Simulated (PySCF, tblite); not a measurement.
# C6H5N2 radical: geometry, infrared bands and EPR parameters

What infrared bands and EPR parameters should C6H5N2 radical (`C#C/C=N\C[CH]C#N`) show?

Computed with tblite 0.8.0 and PySCF 2.14.0, with density-fitted response routines of our own, on a single molecule in the gas phase. Atoms count from 0, in the outputs and in this text.

### Step 1. The starting structure

13 atoms, charge 0, multiplicity 2; geometry from: force field or distance geometry start.

Bonds of the start (Å): C0–C1 1.20, C1–C2 1.45, C2–N3 1.29, N3–C4 1.44, C4–C5 1.51, C5–C6 1.48, C6–N7 1.18, C0–H8 1.06, C2–H9 1.08, C4–H10 1.09, C4–H11 1.13, C5–H12 1.09.

### Step 2. Geometry optimisation with GFN2-xTB

What the job is given:

```
{"job": {"kind": "relax", "xc": "GFN2-xTB", "basis": "xTB"}, "charge": 0, "multiplicity": 2}
C      1.797800     1.697200    -0.556800
C      1.658200     0.658900     0.020200
C      1.500800    -0.587300     0.741800
N      0.492300    -1.372300     0.534700
C     -0.471300    -0.952600    -0.443900
C     -1.807400    -0.708700     0.205300
C     -1.896500     0.698000     0.653400
N     -1.986400     1.812600     1.015200
H      1.906900     2.629500    -1.056300
H      2.256800    -0.833600     1.474100
H     -0.127200    -0.169900    -1.122800
H     -0.651600    -1.860700    -1.097700
H     -2.676900    -1.010700    -0.385000
```

Started as:

```console
$ OMP_NUM_THREADS=1 python probes_run.py task.json out
```

The driver reads the jobs from task.json and runs them one after another.

The program printed:

```text
step      E/eV     max force
  0    -571.58548    4.328
  1    -571.89332    3.550
  2    -571.97223    3.596
  3    -572.13987    1.308
  4    -572.18427    0.796
  5    -572.21834    0.727
  6    -572.22453    1.654
  7    -572.25197    0.465
  8    -572.26441    0.379
  9    -572.29298    0.521
 10    -572.30348    0.336
 11    -572.31464    0.301
 12    -572.32485    0.370
 13    -572.33115    0.254
 14    -572.33498    0.199
 15    -572.33881    0.202
 16    -572.34220    0.252
 17    -572.34551    0.225
 18    -572.34890    0.228
 19    -572.35196    0.216
 20    -572.35455    0.204
 21    -572.35673    0.158
 22    -572.35863    0.139
 23    -572.36082    0.183
 24    -572.36348    0.214
 25    -572.36559    0.183
 26    -572.36678    0.087
 27    -572.36768    0.099
 28    -572.36869    0.149
 29    -572.36986    0.164
 30    -572.37102    0.109
 31    -572.37210    0.109
 32    -572.37322    0.139
 33    -572.37441    0.190
 34    -572.37548    0.147
 35    -572.37617    0.070
 36    -572.37664    0.080
 37    -572.37712    0.104
 38    -572.37766    0.109
 39    -572.37815    0.072
 40    -572.37852    0.051
 41    -572.37879    0.066
 42    -572.37905    0.068
 43    -572.37931    0.045
 44    -572.37953    0.036
 45    -572.37970    0.045
 46    -572.37988    0.047
 47    -572.38010    0.045
 48    -572.38034    0.042
 49    -572.38051    0.036
 50    -572.38062    0.030
 51    -572.38074    0.035
 52    -572.38088    0.029
 53    -572.38102    0.029
 54    -572.38117    0.039
 55    -572.38138    0.054
 56    -572.38174    0.069
 57    -572.38240    0.079
 58    -572.38343    0.097
 59    -572.38468    0.107
 60    -572.38589    0.105
 61    -572.38689    0.090
 62    -572.38762    0.074
 63    -572.38813    0.087
 64    -572.38852    0.061
 65    -572.38881    0.082
 66    -572.38911    0.046
 67    -572.38934    0.038
 68    -572.38954    0.031
 69    -572.38966    0.029
 70    -572.38979    0.035
 71    -572.39002    0.035
 72    -572.39027    0.036
 73    -572.39045    0.027
 74    -572.39054    0.022
 75    -572.39059    0.020
 76    -572.39065    0.020
 77    -572.39074    0.026
 78    -572.39086    0.031
 79    -572.39099    0.043
 80    -572.39111    0.044
 81    -572.39122    0.027
 82    -572.39135    0.034
 83    -572.39153    0.061
 84    -572.39174    0.089
 85    -572.39196    0.091
 86    -572.39213    0.058
 87    -572.39223    0.024
 88    -572.39228    0.019
 89    -572.39231    0.025
 90    -572.39234    0.024
 91    -572.39236    0.013
 92    -572.39237    0.007
```

Run time: 0.39 s. Hardware: 1 thread of Arm Neoverse V2, shared host.

Relaxation path: (not every step is listed)

| step | energy from step 0 (eV) | largest force (eV/Å) |
| --- | --- | --- |
| 0 | 0.0000 | 4.3275 |
| 1 | -0.3078 | 3.5505 |
| 2 | -0.3868 | 3.5958 |
| 3 | -0.5544 | 1.3084 |
| 4 | -0.5988 | 0.7957 |
| 5 | -0.6329 | 0.7274 |
| 6 | -0.6390 | 1.6540 |
| 7 | -0.6665 | 0.4648 |
| 8 | -0.6789 | 0.3793 |
| 15 | -0.7533 | 0.2020 |
| 22 | -0.7731 | 0.1393 |
| 29 | -0.7844 | 0.1636 |
| 36 | -0.7912 | 0.0797 |
| 43 | -0.7938 | 0.0452 |
| 50 | -0.7951 | 0.0298 |
| 57 | -0.7969 | 0.0788 |
| 64 | -0.8030 | 0.0609 |
| 71 | -0.8045 | 0.0346 |
| 78 | -0.8054 | 0.0311 |
| 85 | -0.8065 | 0.0905 |
| 87 | -0.8068 | 0.0239 |
| 88 | -0.8068 | 0.0190 |
| 89 | -0.8068 | 0.0247 |
| 90 | -0.8069 | 0.0244 |
| 91 | -0.8069 | 0.0130 |
| 92 | -0.8069 | 0.0071 |

Distances of close pairs at the start and the end, largest changes first:

| bond | before (Å) | after (Å) | change (Å) |
| --- | --- | --- | --- |
| C5–C6 | 1.479 | 1.364 | -0.115 |
| C4–H11 | 1.133 | 1.093 | -0.040 |
| C2–N3 | 1.295 | 1.262 | -0.032 |
| C1–C2 | 1.449 | 1.417 | -0.032 |
| C4–C5 | 1.505 | 1.486 | -0.020 |
| C5–H12 | 1.093 | 1.078 | -0.015 |
| C6–N7 | 1.175 | 1.161 | -0.014 |
| C4–H10 | 1.092 | 1.106 | +0.014 |

The final coordinates are the input of the step that follows.

### Step 3. Vibrational analysis with GFN2-xTB

What the job is given:

```
{"job": {"kind": "ir", "xc": "GFN2-xTB", "basis": "xTB"}, "charge": 0, "multiplicity": 2}
C      1.644863     1.820393    -0.464058
C      1.531117     0.769748     0.109168
C      1.344723    -0.486401     0.736995
N      0.481183    -1.361375     0.450366
C     -0.492627    -1.161874    -0.592122
C     -1.690393    -0.439617    -0.091563
C     -1.593008     0.714154     0.629029
N     -1.516188     1.703408     1.231929
H      1.762295     2.751650    -0.934859
H      2.024889    -0.719778     1.550451
H     -0.050446    -0.584154    -1.424672
H     -0.779839    -2.150511    -0.959225
H     -2.670955    -0.855154    -0.259168
```

The program printed:

```text
mode    cm-1     km/mol
  1      14.6      9.67
  2      60.1      1.90
  3     116.6      3.33
  4     145.0      4.20
  5     205.9      1.21
  6     284.3      3.02
  7     341.5      4.76
  8     375.7      4.34
  9     488.9     10.87
 10     538.5     21.00
 11     595.7      8.92
 12     627.1     13.97
 13     671.6     26.55
 14     698.6     20.52
 15     859.9      1.07
 16     912.6      1.01
 17     942.8      8.09
 18    1003.3     22.63
 19    1025.2     12.51
 20    1135.8      9.24
 21    1162.9     14.71
 22    1267.8      2.57
 23    1278.3     12.78
 24    1336.9      0.72
 25    1413.7      4.23
 26    1684.6     69.83
 27    2222.6     75.18
 28    2231.6     26.45
 29    2788.0     17.35
 30    2969.3     19.08
 31    3011.6     13.38
 32    3088.9      4.89
 33    3383.5      6.53
```

It took 0.27 s on 1 thread of Arm Neoverse V2, shared host.

The strongest bands and the atoms that carry them (share of the mass-weighted mode):

```csv
cm⁻¹,km/mol,atoms
538,21.0,"C6 30 %, H12 29 %, C5 21 %"
672,26.6,"H8 49 %, C5 11 %, N3 11 %"
699,20.5,"H8 47 %, N3 16 %, C1 12 %"
1003,22.6,"C2 27 %, C5 13 %, H9 11 %, C4 11 %"
1685,69.8,"C2 53 %, N3 45 %"
2223,75.2,"C6 61 %, N7 37 %"
2232,26.4,"C1 58 %, C0 32 %"
2969,19.1,H11 93 %
```

### Step 4. EPR parameters: B3LYP/pcH-1

Same as in step 3 but for these lines:

```diff
@@ -1,2 +1,2 @@
-{"job": {"kind": "ir", "xc": "GFN2-xTB", "basis": "xTB"}, "charge": 0, "multiplicity": 2}
+{"job": {"kind": "epr", "basis": "pcH-1"}, "charge": 0, "multiplicity": 2}
 C      1.644863     1.820393    -0.464058
```

Level: UKS B3LYP, pcH-1 on C H N, non-relativistic, mean-field spin-orbit, GIAO.

The program printed:

```text
UKS, coarse grid
  cycle   1  E = -340.93627737  |g| = 3.63e-01
  cycle   2  E = -340.77757047  |g| = 6.96e-01
  cycle   3  E = -340.99326774  |g| = 1.54e-01
  cycle   4  E = -341.00278514  |g| = 6.10e-02
  cycle   5  E = -341.00402655  |g| = 3.29e-02
  cycle   6  E = -341.00455667  |g| = 8.32e-03
  cycle   7  E = -341.00461357  |g| = 3.73e-03
  cycle   8  E = -341.00462518  |g| = 3.19e-03
  cycle   9  E = -341.00463186  |g| = 1.49e-03
  cycle  10  E = -341.00463341  |g| = 4.52e-04
UKS, final grid
  cycle   1  E = -341.00463827  |g| = 5.27e-04
  cycle   2  E = -341.00463790  |g| = 1.12e-03
  cycle   3  E = -341.00463849  |g| = 1.88e-04
  cycle   4  E = -341.00463852  |g| = 1.05e-04
  cycle   5  E = -341.00463854  |g| = 1.10e-04
  cycle   6  E = -341.00463855  |g| = 2.39e-05
E = -341.00463855 Eh   <S^2> = 0.7648 (exact 0.7500)
g shifts (ppm)      1          2          3
  rmc          -172       -172       -172
  gc             -2         40         35
  oz_so          60        933       1384
  total        -113        801       1247
hyperfine (MHz)  atom isotope    a_iso     a_fc   dipolar eigenvalues
    0   13C       1.72       1.72     -0.93     -0.32      1.25
    1   13C       0.35       0.35     -0.64      0.04      0.60
    2   13C      -1.61      -1.61     -0.74      0.15      0.59
    3   14N       2.34       2.34     -2.43     -1.14      3.57
    4   13C     -28.30     -28.30     -1.69      0.39      1.30
    5   13C      72.74      72.74    -66.57    -65.99    132.56
    6   13C     -58.68     -58.68    -20.38     -1.84     22.22
    7   14N       9.04       9.04    -18.63    -14.16     32.79
    8    1H      -0.55      -0.55     -0.92     -0.49      1.41
    9    1H       5.22       5.22     -1.51     -0.84      2.35
   10    1H     119.32     119.32     -4.80     -2.44      7.24
   11    1H      11.32      11.32     -4.15     -3.27      7.42
   12    1H     -55.96     -55.96    -30.74     -1.39     32.13
```

Run time: 55 s. Hardware: 1 thread of Arm Neoverse V2, shared host; peak memory 0.91 GiB.

Principal g values 2.00221, 2.00312, 2.00357; g(iso) = 2.00296, against 2.00232 for a free electron.

Hyperfine couplings; where a row names several nuclei, a(iso) is their mean (it holds for fast rotation or exchange) and the dipolar term the largest among them:

| nuclei | isotope | a(iso) (MHz) | a(iso) (G, at g = 2.0023) | largest dipolar term (MHz) |
| --- | --- | --- | --- | --- |
| C5 | 13C | 72.7 | 26.0 | 132.6 |
| H10, H11 | 1H | 65.3 | 23.3 | 7.4 |
| C6 | 13C | -58.7 | -20.9 | 22.2 |
| H12 | 1H | -56.0 | -20.0 | 32.1 |
| C4 | 13C | -28.3 | -10.1 | -1.7 |
| N7 | 14N | 9.0 | 3.2 | 32.8 |
| H9 | 1H | 5.2 | 1.9 | 2.3 |
| N3 | 14N | 2.3 | 0.8 | 3.6 |
| C0 | 13C | 1.7 | 0.6 | 1.3 |
| C2 | 13C | -1.6 | -0.6 | -0.7 |
| H8 | 1H | -0.6 | -0.2 | 1.4 |
| C1 | 13C | 0.4 | 0.1 | -0.6 |

Mulliken spin populations:

C0 0.01; C1 0.00; C2 0.00; N3 0.02; C4 -0.07; C5 0.84; C6 -0.21; N7 0.39; H8 0.00; H9 0.00; H10 0.05; H11 0.00; H12 -0.04

In first order the couplings over 0.8 MHz of 1H, 14N give 108 distinct lines over 76.5 G, if the averaged nuclei exchange fast.

The fields below are evaluated on a grid from the run's orbitals.

ELF in a plane through or near 3 of the atoms.

Ten even steps from ' ' (0.00) to '@' (1.00):
```
                                                        
                                                        
                                                        
                                                        
                                                        
          ::==::..          ..::::..                    
        ::##@@%%==--..      ::--==--::--++++::          
      ..==@@@@@@##**++--    ..--**####%%@@@@%%..        
        --##@@==..**##**..    ::**####@@@@@@@@::        
        ..==**----%%%%##::  ..==##%%**==****--          
        ::==**##%%%%##**..  ++**==++++..                
        ..--++**##****==    ======--@@%%++              
          ::--==++++--::    ::++++%%@@@@@@++            
              ....  ....::::::..::++@@@@@@**            
                      ..::::::..    ==%%##..            
                          ..                            
                                                        
                                                        
                                                        
                                                        
```
The map spans 11.2 Å across and 9.8 Å up, centred on the molecule. Atoms in the plane (x, y in Å): C0 (-2.4, 0.5), C4 (1.1, -0.7), H11 (1.9, -1.3).

On the surface of density 0.002 e/bohr³ the electrostatic potential runs, from the 1st to the 99th percentile, from -1.71 V near N7 to 1.68 V near H8.

The spin density lies nearest to C5 46 %; N7 27 %; C6 10 % (beta excess); H12 7 %.

### Step 5. Outcome

```
                                 quantity                 value
strongest single infrared mode (GFN2-xTB)  2223 cm⁻¹, 75 km/mol
             zero-point energy (GFN2-xTB)         55.6 kcal/mol
                           g(iso) (B3LYP)               2.00296
                                     ⟨S²⟩    0.765 (exact 0.75)
       largest a(iso) (averaged by class)   13C on C5, 72.7 MHz
    surface potential, 1st and 99th percentile    -1.71 V and 1.68 V
```

Relaxing lowered the energy by 0.807 eV in 92 steps; the close pair that moved most is C5–C6, from 1.479 to 1.364 Å. No mode is imaginary among the 33: a minimum at this level. The strongest single mode, at 2223 cm⁻¹, moves mainly C6 and N7. Unscaled tight-binding wavenumbers are off by several per cent, some by more. Its intensities can rank the bands wrongly. The largest share of the spin, 0.84 e, sits on C5. The isotropic g lies 0.6 ppt above the free-electron value.
